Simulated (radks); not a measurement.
**F⁺ in [He] 2s1 2p5: an all-electron calculation**

Wanted: eigenvalues, radial structure and energy terms of the fluorine ion F+.

Program: radks (a radial shooting solver on a logarithmic mesh, Libxc functionals) version 1. Level of theory: scalar-relativistic Kohn-Sham, PBE, spin-polarised, spherical densities, finite nucleus; open shells are filled with parallel spins first. These are calculated values, not measurements, unless marked.

**1. Starting point**

* element: fluorine (Z = 9)
* charge: +1
* electrons: 8
* configuration: [He] 2s1 2p5
* nuclear rms radius: 2.8976 fm

Outer shells as boxes (Hund's rule):

F⁺
```
[He] core
2s [↑ ]
2p [↑↓][↑↓][↑ ]
```

**2. The run**

Settings of this run:

```text
Z 9
configuration [He] 2s1 2p5
relativity scalar-relativistic
functional pbe,pbe
spin polarised
nucleus finite rms 2.8976 fm
c 137.035999084
```

**Question.** What will this run give?

The runs gave:

| quantity | value |
| --- | --- |
| total energy | -98.40575 hartree |
| exchange-correlation share of it | 9.88 % |
| −T/E | 0.9995 |
| highest occupied level | 2p down, -26.112 eV |
| most extended occupied level | 2p down, <r> = 1.01 bohr |
| radius at density 0.001 e/bohr³ | 2.79 bohr |
| maxima of the radial density | 2 |

What this shows: 2 principal shells are occupied and 2 maxima appear in the radial density. This is not the tabulated ground configuration, so its levels and sizes aren't those of the ground state, and no measured value stands beside it.
